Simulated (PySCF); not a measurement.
# TcO₄−: NMR shieldings

What do calculations give for the NMR shieldings of TcO₄− (`[O]=[Tc-](=[O])(=[O])=[O]`)?

Computed with PySCF 2.14.0 and routines of our own; the level stands in each step. Atoms count from 0.

## (1) The starting structure

5 atoms, charge -1, multiplicity 1; geometry from: GFN2-xTB.

## (2) NMR shieldings: PBE0/pcJ-1 Tc:dyall-v2z, spin–orbit

Job settings and geometry (Å):

```
{"job": {"xc": "PBE0", "basis": {"default": "pcJ-1", "Tc": "dyall-v2z"}, "rel": "so", "kind": "hnmr"}, "charge": -1, "multiplicity": 1}
Tc    -0.000170    -0.000040    -0.000190
O      0.010420    -0.017610     1.666580
O      1.567960     0.010310    -0.565110
O     -0.792760     1.364880    -0.536320
O     -0.785450    -1.357540    -0.564950
```

Level: PBE0/pcJ-1 Tc:dyall-v2z GIAO NMR shielding, X2C with spin-orbit coupling, screened-nuclear two-electron part, Gaussian nuclei, gas phase.

The run is started by

```bash
$ OMP_NUM_THREADS=1 python heavy_run.py task.json out
```

The driver reads the jobs from task.json and runs them one after another.

Output:

```text
spin-free SCF
coarse grid: 28896 points
cycle   1  E = -4583.3259749863  dE =  2.361e+00  |g| = 3.888e+00  |ddm| = 2.419e+00
cycle   2  E = -4567.8029178556  dE =  1.552e+01  |g| = 1.148e+01  |ddm| = 7.391e+00
cycle   3  E = -4584.6760371603  dE = -1.687e+01  |g| = 3.075e+00  |ddm| = 5.249e+00
cycle   4  E = -4586.0022263354  dE = -1.326e+00  |g| = 7.422e-01  |ddm| = 8.996e-01
cycle   5  E = -4586.0487773949  dE = -4.655e-02  |g| = 3.650e-01  |ddm| = 1.894e-01
cycle   6  E = -4586.0593615681  dE = -1.058e-02  |g| = 2.390e-01  |ddm| = 1.945e-01
cycle   7  E = -4586.0699496859  dE = -1.059e-02  |g| = 1.489e-02  |ddm| = 1.128e-01
cycle   8  E = -4586.0699554751  dE = -5.789e-06  |g| = 1.454e-02  |ddm| = 1.278e-02
cycle   9  E = -4586.0699838282  dE = -2.835e-05  |g| = 7.188e-03  |ddm| = 7.363e-03
cycle  10  E = -4586.0699923368  dE = -8.509e-06  |g| = 9.510e-04  |ddm| = 3.094e-03
final grid: 59056 points
cycle  11  E = -4586.0697447472  dE =  2.485e-07  |g| = 3.305e-03  |ddm| = 1.653e-03
cycle  12  E = -4586.0697313368  dE =  1.341e-05  |g| = 1.013e-02  |ddm| = 4.879e-03
cycle  13  E = -4586.0697461677  dE = -1.483e-05  |g| = 1.800e-04  |ddm| = 3.788e-03
cycle  14  E = -4586.0697461719  dE = -4.166e-09  |g| = 2.568e-05  |ddm| = 5.491e-05
converged SCF energy = -4586.0697461719
two-component SCF
cycle   1  E = -4585.8181941013  dE = -4.586e+03  |FDS-SDF| = 5.311e+01
cycle   2  E = -4586.3761717610  dE = -5.580e-01  |FDS-SDF| = 1.940e-01
cycle   3  E = -4586.3764489322  dE = -2.772e-04  |FDS-SDF| = 7.372e-03
cycle   4  E = -4586.3764624777  dE = -1.355e-05  |FDS-SDF| = 6.446e-03
cycle   5  E = -4586.3764663361  dE = -3.858e-06  |FDS-SDF| = 3.937e-03
cycle   6  E = -4586.3764696500  dE = -3.314e-06  |FDS-SDF| = 1.302e-03
cycle   7  E = -4586.3764703660  dE = -7.160e-07  |FDS-SDF| = 2.028e-04
cycle   8  E = -4586.3764703961  dE = -3.003e-08  |FDS-SDF| = 8.603e-05
cycle   9  E = -4586.3764703989  dE = -2.844e-09  |FDS-SDF| = 3.861e-05
converged, E = -4586.3764703989

Field gradients (au) and densities at the nuclei (bohr^-3)
atom        Vxx        Vyy        Vzz        centre      nuclear mean
  0 Tc     0.0007     0.0035    -0.0042      98589.979      96906.485
  1 O     -0.1291    -0.1298     0.2589        311.553        311.542
  2 O     -0.1291    -0.1296     0.2586        311.553        311.542
  3 O     -0.1288    -0.1297     0.2586        311.553        311.542
  4 O     -0.1289    -0.1295     0.2584        311.553        311.542
without picture change
  0 Tc                          -0.0044                    193774.832

Core orbital energies (eV)
atom   shell        mean    spread
  0 Tc 1s       -20912.840   0.000
  0 Tc 2s        -3000.758   0.000
  0 Tc 3s         -528.554   0.000
  0 Tc 4s          -74.275   0.000
  0 Tc 2p1/2     -2764.188   0.000
  0 Tc 2p3/2     -2646.199   0.000
  0 Tc 3p1/2      -437.361   0.000
  0 Tc 3p3/2      -417.353   0.000
  0 Tc 4p1/2       -47.116   0.000
  0 Tc 4p3/2       -44.174   0.000
  0 Tc 3d3/2      -256.344   0.000
  0 Tc 3d5/2      -252.572   0.001

vertical triplet (scalar unrestricted SCF): 4.285 eV

Shielding tensors (ppm)
atom      isotropic    diamagn.    paramagn.     s11        s22        s33       span
  0 Tc     -914.51     3888.33    -4802.84    -915.18    -914.53    -913.83       1.35
  1 O      -404.20      404.37     -808.57    -426.50    -425.93    -360.17      66.33
  2 O      -404.18      404.37     -808.55    -426.56    -425.87    -360.12      66.44
  3 O      -404.27      404.38     -808.65    -426.60    -426.09    -360.13      66.46
  4 O      -404.28      404.38     -808.66    -426.51    -426.22    -360.12      66.39
```

Run time: 3.3 min. Hardware: 1 thread of AMD EPYC 7R43, shared host; peak memory 1.2 GiB.

In short:

```tsv
quantity	value
energy from spin-orbit coupling	-0.3067 Eh
```

## (3) NMR shieldings: PBE0/pcJ-1 Tc:dyall-v2z, spin–orbit

Job settings and geometry (Å):

```
{"job": {"xc": "PBE0", "basis": {"default": "pcJ-1", "Tc": "dyall-v2z"}, "rel": "so", "snso": false, "kind": "hnmr"}, "charge": -1, "multiplicity": 1}
Tc    -0.000170    -0.000040    -0.000190
O      0.010420    -0.017610     1.666580
O      1.567960     0.010310    -0.565110
O     -0.792760     1.364880    -0.536320
O     -0.785450    -1.357540    -0.564950
```

Level: PBE0/pcJ-1 Tc:dyall-v2z GIAO NMR shielding, X2C with spin-orbit coupling, one-electron part alone, Gaussian nuclei, gas phase.

Output:

```text
spin-free SCF
coarse grid: 28896 points
cycle   1  E = -4583.3259749863  dE =  2.361e+00  |g| = 3.888e+00  |ddm| = 2.419e+00
cycle   2  E = -4567.8029178556  dE =  1.552e+01  |g| = 1.148e+01  |ddm| = 7.391e+00
cycle   3  E = -4584.6760371603  dE = -1.687e+01  |g| = 3.075e+00  |ddm| = 5.249e+00
cycle   4  E = -4586.0022263354  dE = -1.326e+00  |g| = 7.422e-01  |ddm| = 8.996e-01
cycle   5  E = -4586.0487773949  dE = -4.655e-02  |g| = 3.650e-01  |ddm| = 1.894e-01
cycle   6  E = -4586.0593615681  dE = -1.058e-02  |g| = 2.390e-01  |ddm| = 1.945e-01
cycle   7  E = -4586.0699496859  dE = -1.059e-02  |g| = 1.489e-02  |ddm| = 1.128e-01
cycle   8  E = -4586.0699554751  dE = -5.789e-06  |g| = 1.454e-02  |ddm| = 1.278e-02
cycle   9  E = -4586.0699838282  dE = -2.835e-05  |g| = 7.188e-03  |ddm| = 7.363e-03
cycle  10  E = -4586.0699923368  dE = -8.509e-06  |g| = 9.510e-04  |ddm| = 3.094e-03
final grid: 59056 points
cycle  11  E = -4586.0697447472  dE =  2.485e-07  |g| = 3.305e-03  |ddm| = 1.653e-03
cycle  12  E = -4586.0697313368  dE =  1.341e-05  |g| = 1.013e-02  |ddm| = 4.879e-03
cycle  13  E = -4586.0697461677  dE = -1.483e-05  |g| = 1.800e-04  |ddm| = 3.788e-03
cycle  14  E = -4586.0697461719  dE = -4.166e-09  |g| = 2.568e-05  |ddm| = 5.491e-05
converged SCF energy = -4586.0697461719
two-component SCF
cycle   1  E = -4585.7923445409  dE = -4.586e+03  |FDS-SDF| = 5.564e+01
cycle   2  E = -4586.4091329810  dE = -6.168e-01  |FDS-SDF| = 2.043e-01
cycle   3  E = -4586.4094787530  dE = -3.458e-04  |FDS-SDF| = 8.639e-03
cycle   4  E = -4586.4094992070  dE = -2.045e-05  |FDS-SDF| = 8.143e-03
cycle   5  E = -4586.4095059329  dE = -6.726e-06  |FDS-SDF| = 4.635e-03
cycle   6  E = -4586.4095109633  dE = -5.030e-06  |FDS-SDF| = 1.590e-03
cycle   7  E = -4586.4095120508  dE = -1.088e-06  |FDS-SDF| = 2.368e-04
cycle   8  E = -4586.4095120919  dE = -4.111e-08  |FDS-SDF| = 1.019e-04
cycle   9  E = -4586.4095120966  dE = -4.642e-09  |FDS-SDF| = 4.432e-05
converged, E = -4586.4095120966

Field gradients (au) and densities at the nuclei (bohr^-3)
atom        Vxx        Vyy        Vzz        centre      nuclear mean
  0 Tc     0.0007     0.0035    -0.0042      98591.203      96907.712
  1 O     -0.1294    -0.1301     0.2594        311.553        311.542
  2 O     -0.1293    -0.1298     0.2592        311.553        311.542
  3 O     -0.1291    -0.1300     0.2591        311.553        311.542
  4 O     -0.1292    -0.1298     0.2590        311.553        311.542
without picture change
  0 Tc                          -0.0044                    193774.452

Core orbital energies (eV)
atom   shell        mean    spread
  0 Tc 1s       -20912.775   0.000
  0 Tc 2s        -3000.739   0.000
  0 Tc 3s         -528.547   0.000
  0 Tc 4s          -74.272   0.000
  0 Tc 2p1/2     -2768.194   0.000
  0 Tc 2p3/2     -2644.339   0.000
  0 Tc 3p1/2      -438.035   0.000
  0 Tc 3p3/2      -417.037   0.000
  0 Tc 4p1/2       -47.218   0.000
  0 Tc 4p3/2       -44.124   0.000
  0 Tc 3d3/2      -257.031   0.000
  0 Tc 3d5/2      -252.114   0.001

Shielding tensors (ppm)
atom      isotropic    diamagn.    paramagn.     s11        s22        s33       span
  0 Tc     -926.42     3888.70    -4815.12    -927.09    -926.43    -925.73       1.36
  1 O      -400.83      404.39     -805.23    -423.47    -422.90    -356.13      67.34
  2 O      -400.81      404.40     -805.21    -423.52    -422.84    -356.08      67.45
  3 O      -400.90      404.40     -805.30    -423.56    -423.05    -356.10      67.47
  4 O      -400.91      404.40     -805.31    -423.48    -423.19    -356.08      67.40
```

Wall time 2.4 min (1 thread of AMD EPYC 7R43, shared host); peak memory 1.2 GiB.

In short:

```tsv
quantity	value
energy from spin-orbit coupling	-0.3398 Eh
```

## (4) NMR shieldings: PBE0/pcJ-1 Tc:dyall-v2z, spin-free

Job settings and geometry (Å):

```
{"job": {"xc": "PBE0", "basis": {"default": "pcJ-1", "Tc": "dyall-v2z"}, "rel": "sf", "kind": "hnmr"}, "charge": -1, "multiplicity": 1}
Tc    -0.000170    -0.000040    -0.000190
O      0.010420    -0.017610     1.666580
O      1.567960     0.010310    -0.565110
O     -0.792760     1.364880    -0.536320
O     -0.785450    -1.357540    -0.564950
```

Level: PBE0/pcJ-1 Tc:dyall-v2z GIAO NMR shielding, spin-free X2C, Gaussian nuclei, gas phase.

Output:

```text
spin-free SCF
coarse grid: 28896 points
cycle   1  E = -4583.3259749863  dE =  2.361e+00  |g| = 3.888e+00  |ddm| = 2.419e+00
cycle   2  E = -4567.8029178556  dE =  1.552e+01  |g| = 1.148e+01  |ddm| = 7.391e+00
cycle   3  E = -4584.6760371603  dE = -1.687e+01  |g| = 3.075e+00  |ddm| = 5.249e+00
cycle   4  E = -4586.0022263354  dE = -1.326e+00  |g| = 7.422e-01  |ddm| = 8.996e-01
cycle   5  E = -4586.0487773949  dE = -4.655e-02  |g| = 3.650e-01  |ddm| = 1.894e-01
cycle   6  E = -4586.0593615681  dE = -1.058e-02  |g| = 2.390e-01  |ddm| = 1.945e-01
cycle   7  E = -4586.0699496859  dE = -1.059e-02  |g| = 1.489e-02  |ddm| = 1.128e-01
cycle   8  E = -4586.0699554751  dE = -5.789e-06  |g| = 1.454e-02  |ddm| = 1.278e-02
cycle   9  E = -4586.0699838282  dE = -2.835e-05  |g| = 7.188e-03  |ddm| = 7.363e-03
cycle  10  E = -4586.0699923368  dE = -8.509e-06  |g| = 9.510e-04  |ddm| = 3.094e-03
final grid: 59056 points
cycle  11  E = -4586.0697447472  dE =  2.485e-07  |g| = 3.305e-03  |ddm| = 1.653e-03
cycle  12  E = -4586.0697313368  dE =  1.341e-05  |g| = 1.013e-02  |ddm| = 4.879e-03
cycle  13  E = -4586.0697461677  dE = -1.483e-05  |g| = 1.800e-04  |ddm| = 3.788e-03
cycle  14  E = -4586.0697461719  dE = -4.166e-09  |g| = 2.568e-05  |ddm| = 5.491e-05
converged SCF energy = -4586.0697461719
check of the scalar solution
cycle   1  E = -4586.0697461719  dE = -4.586e+03  |FDS-SDF| = 2.568e-05
cycle   2  E = -4586.0697461715  dE =  4.147e-10  |FDS-SDF| = 5.968e-05
converged, E = -4586.0697461715

Field gradients (au) and densities at the nuclei (bohr^-3)
atom        Vxx        Vyy        Vzz        centre      nuclear mean
  0 Tc     0.0007     0.0035    -0.0042      98565.767      96882.245
  1 O     -0.1285    -0.1292     0.2577        311.553        311.542
  2 O     -0.1285    -0.1290     0.2575        311.553        311.542
  3 O     -0.1283    -0.1291     0.2574        311.553        311.542
  4 O     -0.1283    -0.1289     0.2573        311.553        311.542
without picture change
  0 Tc                          -0.0044                    193778.278

Core orbital energies (eV)
atom   shell        mean    spread
  0 Tc 1s       -20913.401   0.000
  0 Tc 2s        -3000.880   0.000
  0 Tc 3s         -528.587   0.000
  0 Tc 4s          -74.283   0.000
  0 Tc 2p        -2684.511   0.000
  0 Tc 3p         -423.860   0.000
  0 Tc 4p          -45.129   0.000
  0 Tc 3d         -254.096   0.003

Shielding tensors (ppm)
atom      isotropic    diamagn.    paramagn.     s11        s22        s33       span
  0 Tc    -1380.47     4155.46    -5535.92   -1381.10   -1380.49   -1379.82       1.28
  1 O      -410.98      406.60     -817.59    -427.50    -426.93    -378.51      48.99
  2 O      -410.96      406.61     -817.57    -427.56    -426.87    -378.46      49.10
  3 O      -411.06      406.61     -817.67    -427.60    -427.08    -378.49      49.11
  4 O      -411.06      406.61     -817.67    -427.50    -427.20    -378.46      49.04
```

It took 48 s on 1 thread of AMD EPYC 7R43, shared host; peak memory 1.1 GiB.

[end of part 1 of 2]
